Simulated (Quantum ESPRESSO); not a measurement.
# ZrC (P1) in Quantum ESPRESSO: settings compared

The runs below take ZrC through single point, with BLYP, rev-vdW-DF2.

Everything below comes from runs of Quantum ESPRESSO 7.5. Logs are shortened: lines on timing, memory, paths and dates and some standing lists are left out, and cuts for length are marked.

### Step 1. Starting point

The typed cell holds 4 atoms: a = 3.324 Å, b = 3.324 Å, c = 5.757 Å, α = 73.22°, β = 73.22°, γ = 60.00°.

### Step 2. Single point, BLYP

run.py reads:

```python
import numpy as np
from ase.calculators.espresso import Espresso, EspressoProfile
from ase.io import read

atoms = read('ZrC.cif')

input_data = {
    'control': {'calculation': 'scf', 'prefix': 'pwscf', 'outdir': './tmp', 'tprnfor': True, 'tstress': True, 'disk_io': 'nowf'},
    'system': {'ecutwfc': 55.0, 'ecutrho': 440.0, 'nbnd': 24, 'input_dft': 'blyp', 'occupations': 'smearing', 'smearing': 'mv', 'degauss': 0.01469973},
    'electrons': {'conv_thr': 8e-10, 'electron_maxstep': 120, 'mixing_beta': 0.5},
}
pseudopotentials = {'C': 'C.pbe-n-kjpaw_psl.1.0.0.UPF', 'Zr': 'Zr_pbe_v1.uspp.F.UPF'}
profile = EspressoProfile(command='pw.x', pseudo_dir='pseudo')
dft = Espresso(profile=profile, input_data=input_data, pseudopotentials=pseudopotentials, kpts=(9, 9, 5), koffset=(0, 0, 0))
atoms.calc = dft

print(f'energy {atoms.get_potential_energy():.8f} eV')
print('forces (eV/A)')
print(np.round(atoms.get_forces(), 6))
print('stress (eV/A^3, Voigt)')
print(np.round(atoms.get_stress(), 8))
print(f'Fermi level {dft.get_fermi_level():.4f} eV')
```

ZrC.cif reads:

```cif
data_ZrC
_cell_length_a 3.32369886
_cell_length_b 3.32369886
_cell_length_c 5.75681529
_cell_angle_alpha 73.22134512
_cell_angle_beta 73.22134512
_cell_angle_gamma 60.00000000
_space_group_name_H-M_alt 'P1'
_space_group_name_Hall 'P 1'
_space_group_IT_number 1
loop_
_space_group_symop_operation_xyz
'x,y,z'
loop_
_atom_site_label
_atom_site_type_symbol
_atom_site_symmetry_multiplicity
_atom_site_Wyckoff_symbol
_atom_site_fract_x
_atom_site_fract_y
_atom_site_fract_z
_atom_site_occupancy
Zr1 Zr 1 a 0.7483821600 0.7526735900 0.7459206100 1
Zr2 Zr 1 a 0.2516178400 0.2473264100 0.2540793900 1
C1 C 1 a 0.5002089300 0.4981093600 0.5029056200 1
C2 C 1 a 0.9997910700 0.0018906400 0.9970943800 1
```

Potentials or basis: SSSP 1.3 efficiency PBE.

Run with:

```
$ OMP_NUM_THREADS=1 python run.py
```

Output:

```text
energy -3198.98903302 eV
forces (eV/A)
[[ 0.085878 -0.043086  0.807913]
 [-0.07841   0.037563 -0.791191]
 [-0.032132  0.034367 -0.318651]
 [ 0.024664 -0.028844  0.301928]]
stress (eV/A^3, Voigt)
[-0.05370212 -0.05385453 -0.05379669  0.00023505 -0.00042143 -0.00011202]
Fermi level 15.4779 eV
```

espresso.pwi:

```text
&CONTROL
   calculation      = 'scf'
   tstress          = .true.
   tprnfor          = .true.
   outdir           = './tmp'
   prefix           = 'pwscf'
   disk_io          = 'nowf'
   pseudo_dir       = 'pseudo'
/
&SYSTEM
   nbnd             = 24
   ecutwfc          = 55.0
   ecutrho          = 440.0
   occupations      = 'smearing'
   degauss          = 0.01469973
   smearing         = 'mv'
   input_dft        = 'blyp'
   ntyp             = 2
   nat              = 4
   ibrav            = 0
/
&ELECTRONS
   electron_maxstep = 120
   conv_thr         = 8e-10
   mixing_beta      = 0.5
/
&IONS
/
&CELL
/
&FCP
/
&RISM
/
ATOMIC_SPECIES
Zr 91.224 Zr_pbe_v1.uspp.F.UPF
C 12.011 C.pbe-n-kjpaw_psl.1.0.0.UPF

K_POINTS automatic
9 9 5  0 0 0

CELL_PARAMETERS angstrom
3.32369886000000 0.00000000000000 0.00000000000000
1.66184943000000 2.87840764728938 0.00000000000000
1.66184942858584 0.95946921494666 5.42757750616758

ATOMIC_POSITIONS angstrom
Zr 4.9778348481 2.8821892795 4.0485419242  
Zr 1.6695628705 0.9556875828 1.3790355819  
C 3.3260800236 1.9162842514 2.7295592308  
C 4.9831671243 0.9621233946 5.4118070284
```

espresso.pwo:

```text
This program is part of the open-source Quantum ESPRESSO suite
     for quantum simulation of materials; please cite
         "P. Giannozzi et al., J. Phys.:Condens. Matter 21 395502 (2009);
         "P. Giannozzi et al., J. Phys.:Condens. Matter 29 465901 (2017);
         "P. Giannozzi et al., J. Chem. Phys. 152 154105 (2020);
     in publications or presentations arising from this work. More details at

Warning: card &CELL ignored
Warning: card &FCP ignored
Warning: card &RISM ignored

     file C.pbe-n-kjpaw_psl.1.0.0.UPF: wavefunction(s)  2S 2P renormalized

     IMPORTANT: XC functional enforced from input :
     Exchange-correlation= BLYP
                           (   1   3   1   3   0   0   0)
     Any further DFT definition will be discarded
     Please, verify this is what you really want

     G-vector sticks info
     --------------------
     sticks:   dense  smooth     PW     G-vecs:    dense   smooth      PW
     Sum        1189     595    199                54639    19261    3405

     Using Slab Decomposition

     bravais-lattice index     =            0
     lattice parameter (alat)  =       6.2809  a.u.
     unit-cell volume          =     350.4101 (a.u.)^3
     number of atoms/cell      =            4
     number of atomic types    =            2
     number of electrons       =        32.00
     number of Kohn-Sham states=           24
     kinetic-energy cutoff     =      55.0000  Ry
     charge density cutoff     =     440.0000  Ry
     scf convergence threshold =      8.0E-10
     mixing beta               =       0.5000
     number of iterations used =            8  plain     mixing
     Exchange-correlation= BLYP
                           (   1   3   1   3   0   0   0)

     celldm(1)=   6.280881  celldm(2)=   0.000000  celldm(3)=   0.000000
     celldm(4)=   0.000000  celldm(5)=   0.000000  celldm(6)=   0.000000

     crystal axes: (cart. coord. in units of alat)
               a(1) = (   1.000000   0.000000   0.000000 )
               a(2) = (   0.500000   0.866025   0.000000 )
               a(3) = (   0.500000   0.288675   1.632993 )

     reciprocal axes: (cart. coord. in units 2 pi/alat)
               b(1) = (  1.000000 -0.577350 -0.204124 )
               b(2) = (  0.000000  1.154701 -0.204124 )
               b(3) = (  0.000000  0.000000  0.612372 )

     PseudoPot. # 1 for Zr read from file:
     Zr_pbe_v1.uspp.F.UPF
     Pseudo is Ultrasoft + core correction, Zval = 12.0
     Generated by new atomic code, or converted to UPF format
     Using radial grid of  887 points,  6 beta functions with:
                l(1) =   0
                l(2) =   0
                l(3) =   1
                l(4) =   1
                l(5) =   2
                l(6) =   2
     Q(r) pseudized with  6 coefficients,  rinner =    1.200   1.200   1.200
                                                       1.200   1.200

     PseudoPot. # 2 for C  read from file:
     C.pbe-n-kjpaw_psl.1.0.0.UPF
     Pseudo is Projector augmented-wave + core cor, Zval =  4.0
     Generated using "atomic" code by A. Dal Corso  v.5.1
     Shape of augmentation charge: PSQ
     Using radial grid of 1073 points,  4 beta functions with:
                l(1) =   0
                l(2) =   0
                l(3) =   1
                l(4) =   1
     Q(r) pseudized with 0 coefficients

     atomic species   valence    mass     pseudopotential
     Zr               12.00    91.22400     Zr( 1.00)
     C                 4.00    12.01100     C ( 1.00)

     No symmetry found

   Cartesian axes

     site n.     atom                  positions (alat units)
         1        Zr     tau(   1) = (   1.4976793   0.8671632   1.2180833  )
         2        Zr     tau(   2) = (   0.5023207   0.2875374   0.4149099  )
         3        C      tau(   3) = (   1.0007164   0.5765517   0.8212414  )
         4        C      tau(   4) = (   1.4992836   0.2894737   1.6282483  )

     number of k points=   543  Marzari-Vanderbilt smearing, width (Ry)=  0.0147

     Number of k-points >= 100: set verbosity='high' to print them.

     Dense  grid:    54639 G-vectors     FFT dimensions: (  45,  45,  75)

     Smooth grid:    19261 G-vectors     FFT dimensions: (  30,  30,  54)

     Check: negative core charge=   -0.000001

     Initial potential from superposition of free atoms

     starting charge      31.9956, renormalised to      32.0000

     negative rho (up, down):  1.204E-01 0.000E+00
     Starting wfcs are   34 randomized atomic wfcs

     Self-consistent Calculation

     iteration #  1     ecut=    55.00 Ry     beta= 0.50
     Davidson diagonalization with overlap
     ethr =  1.00E-02,  avg # of iterations =  2.0

     negative rho (up, down):  1.238E-01 0.000E+00

     total energy              =    -234.45861122 Ry
     estimated scf accuracy    <       1.63477867 Ry

     iteration #  2     ecut=    55.00 Ry     beta= 0.50
     Davidson diagonalization with overlap
     ethr =  5.11E-03,  avg # of iterations =  2.9

     negative rho (up, down):  1.240E-01 0.000E+00

     total energy              =    -234.95069737 Ry
     estimated scf accuracy    <       1.08327143 Ry

     iteration #  3     ecut=    55.00 Ry     beta= 0.50
     Davidson diagonalization with overlap
     ethr =  3.39E-03,  avg # of iterations =  2.0

     negative rho (up, down):  1.243E-01 0.000E+00

     total energy              =    -235.11423179 Ry
     estimated scf accuracy    <       0.02590658 Ry

     iteration #  4     ecut=    55.00 Ry     beta= 0.50
     Davidson diagonalization with overlap
     ethr =  8.10E-05,  avg # of iterations =  3.7

     negative rho (up, down):  1.249E-01 0.000E+00

     total energy              =    -235.12102378 Ry
     estimated scf accuracy    <       0.00364755 Ry

     iteration #  5     ecut=    55.00 Ry     beta= 0.50
     Davidson diagonalization with overlap
     ethr =  1.14E-05,  avg # of iterations =  3.2

     negative rho (up, down):  1.254E-01 0.000E+00

     total energy              =    -235.12128976 Ry
     estimated scf accuracy    <       0.00086148 Ry

     iteration #  6     ecut=    55.00 Ry     beta= 0.50
     Davidson diagonalization with overlap
     ethr =  2.69E-06,  avg # of iterations =  2.9

     negative rho (up, down):  1.255E-01 0.000E+00

     total energy              =    -235.12137908 Ry
     estimated scf accuracy    <       0.00008810 Ry

     iteration #  7     ecut=    55.00 Ry     beta= 0.50
     Davidson diagonalization with overlap
     ethr =  2.75E-07,  avg # of iterations =  1.9

     negative rho (up, down):  1.255E-01 0.000E+00

     total energy              =    -235.12137465 Ry
     estimated scf accuracy    <       0.00002686 Ry

     iteration #  8     ecut=    55.00 Ry     beta= 0.50
     Davidson diagonalization with overlap
     ethr =  8.39E-08,  avg # of iterations =  2.1

     negative rho (up, down):  1.255E-01 0.000E+00

     total energy              =    -235.12137685 Ry
     estimated scf accuracy    <       0.00001623 Ry

     iteration #  9     ecut=    55.00 Ry     beta= 0.50
     Davidson diagonalization with overlap
     ethr =  5.07E-08,  avg # of iterations =  1.1

     negative rho (up, down):  1.255E-01 0.000E+00

     total energy              =    -235.12137724 Ry
     estimated scf accuracy    <       0.00000187 Ry

     iteration # 10     ecut=    55.00 Ry     beta= 0.50
     Davidson diagonalization with overlap
     ethr =  5.85E-09,  avg # of iterations =  2.1

     negative rho (up, down):  1.255E-01 0.000E+00

     total energy              =    -235.12137777 Ry
     estimated scf accuracy    <       0.00000018 Ry

     iteration # 11     ecut=    55.00 Ry     beta= 0.50
     Davidson diagonalization with overlap
     ethr =  5.62E-10,  avg # of iterations =  2.0

     negative rho (up, down):  1.255E-01 0.000E+00

     total energy              =    -235.12137779 Ry
     estimated scf accuracy    <          2.8E-09 Ry

     iteration # 12     ecut=    55.00 Ry     beta= 0.50
     Davidson diagonalization with overlap
     ethr =  8.64E-12,  avg # of iterations =  3.0

     negative rho (up, down):  1.255E-01 0.000E+00

     End of self-consistent calculation

     Number of k-points >= 100: set verbosity='high' to print the bands.

     the Fermi energy is    15.4779 ev

!    total energy              =    -235.12137779 Ry
     estimated scf accuracy    <          3.7E-10 Ry
     smearing contrib. (-TS)   =       0.00000417 Ry
     internal energy E=F+TS    =    -235.12138197 Ry

     The total energy is F=E-TS. E is the sum of the following terms:
     one-electron contribution =     -14.64916742 Ry
     hartree contribution      =      25.21942663 Ry
     xc contribution           =     -44.45534262 Ry
     ewald contribution        =    -188.68704812 Ry
     one-center paw contrib.   =     -12.54925044 Ry

     convergence has been achieved in  12 iterations

     negative rho (up, down):  1.255E-01 0.000E+00

     Forces acting on atoms (cartesian axes, Ry/au):

     atom    1 type  1   force =     0.00334011   -0.00167577    0.03142283
     atom    2 type  1   force =    -0.00304965    0.00146095   -0.03077242
     atom    3 type  2   force =    -0.00124974    0.00133667   -0.01239354
     atom    4 type  2   force =     0.00095927   -0.00112186    0.01174313

     Total force =     0.047505     Total SCF correction =     0.000017

     Computing stress (Cartesian axis) and pressure

     negative rho (up, down):  1.255E-01 0.000E+00
          total   stress  (Ry/bohr**3)                   (kbar)     P=       86.17
   0.00058489   0.00000122   0.00000459           86.04        0.18        0.68
   0.00000122   0.00058655  -0.00000256            0.18       86.28       -0.38
   0.00000459  -0.00000256   0.00058592            0.68       -0.38       86.19

=------------------------------------------------------------------------------=
   JOB DONE.
=------------------------------------------------------------------------------=
```

It took 4.4 min on 1 thread of Intel Xeon 6975P-C (Granite Rapids), shared host; peak memory 0.72 GiB.

Results:

| Property | Result |
| --- | --- |
| Free energy | -3198.9893 eV |
| Pressure | 8.6 GPa |
| Largest force | 0.814 eV/Å |
| Band gap on the k mesh | none (metal or under the smearing width) |

Forces on the atoms (eV/Å):
```
Zr   0.086 -0.043  0.808
Zr  -0.078  0.038 -0.791
C   -0.032  0.034 -0.319
C    0.025 -0.029  0.302
```

Caveat: the potentials were made for another functional, which shifts forces and pressure.

### Step 3. Single point, rev-vdW-DF2

pw.in reads:

```
&CONTROL
  calculation = 'scf'
  prefix = 'pwscf'
  outdir = './tmp'
  pseudo_dir = './pseudo'
  tprnfor = .true.
  tstress = .true.
  disk_io = 'nowf'
/
&SYSTEM
  ibrav = 0
  A = 3.32369886
  nat = 4
  ntyp = 2
  ecutwfc = 82
  nbnd = 24
  input_dft = 'vdw-df2-b86r'
  occupations = 'smearing'
  smearing = 'gaussian'
  degauss = 0.00734986
/
&ELECTRONS
  conv_thr = 8d-10
  electron_maxstep = 120
  mixing_beta = 0.5
/
ATOMIC_SPECIES
Zr    91.2240 Zr.upf
C     12.0110 C.upf
CELL_PARAMETERS alat
   0.0000000000   -0.7071067804   -0.7071067804
  -0.7071067804    0.0000000000   -0.7071067804
   0.7071067804    0.7071067804   -1.4142135609
ATOMIC_POSITIONS alat
Zr    -0.0047750779   -0.0017405787   -2.1162977406
Zr     0.0047750779    0.0017405787   -0.7121293811
C      0.0033914680    0.0019068478   -1.4171335795
C      0.7037153125   -0.0019068478   -2.1184003226
K_POINTS automatic
9 9 5 0 0 0
```

Potentials or basis: PseudoDojo 0.5 SR PBE stringent.

Run with:

```
$ OMP_NUM_THREADS=1 pw.x -in pw.in > pw.out
```

Wall time 10 min (1 thread of Intel Xeon 6975P-C (Granite Rapids), shared host); peak memory 1 GiB.

The run converged. Its results:

```yaml
Free_energy: -3088.6411 eV
Pressure: -0.5 GPa
Largest_force: 0.796 eV/Å
Band_gap_on_the_k_mesh: none (metal or under the smearing width)
```

Forces on the atoms (eV/Å):
```
Zr   0.493  0.374 -0.501
Zr  -0.479 -0.372  0.489
C   -0.207 -0.142  0.187
C    0.193  0.139 -0.175
```

Stress tensor (GPa, compression positive):
```
-0.42  0.02 -0.05
 0.02 -0.55 -0.02
-0.05 -0.02 -0.42
```

Levels at points of the mesh, in eV from the Fermi level:
```
           k point  band 13  band 14  band 15  band 16  band 17  band 18  band 19  band 20
(0.00, 0.00, 0.00)    -2.92     0.97     0.98     0.98     1.09     1.09     1.10     2.84
```

Caveat: the potentials were made for another functional, which shifts forces and pressure.

### Step 4. The reference run

An earlier run on the cell as given: functional PBE; potentials or basis SSSP 1.3 efficiency PBE; cutoff 748 eV; density cutoff 5987 eV; k mesh 9 × 9 × 5; occupations fermi-dirac, width 0.05 eV; no spin polarisation.

* Pressure: 1.2 GPa
* Largest force: 0.795 eV/Å
* Band gap on the k mesh: none (metal or under the smearing width)

### Step 5. Summary

| level | potentials or basis | cutoff (eV) | smearing | gap on the mesh (eV) | pressure (GPa) | largest force (eV/Å) |
| --- | --- | --- | --- | --- | --- | --- |
| BLYP | SSSP 1.3 efficiency PBE | 748 | cold 0.2 eV | none | 8.6 | 0.81 |
| rev-vdW-DF2 | PseudoDojo 0.5 SR PBE stringent | 1116 | gaussian 0.1 eV | none | -0.5 | 0.80 |
| PBE | SSSP 1.3 efficiency PBE | 748 | fermi-dirac 0.05 eV | none | 1.2 | 0.80 |

Alike in all rows: task single point; no spin polarisation; cell as given; k mesh 9 × 9 × 5.

Caveats: the potentials were made for another functional, which shifts forces and pressure (some runs).

Total energies depend on the potentials used, so only differences within one code and one set of settings carry meaning.
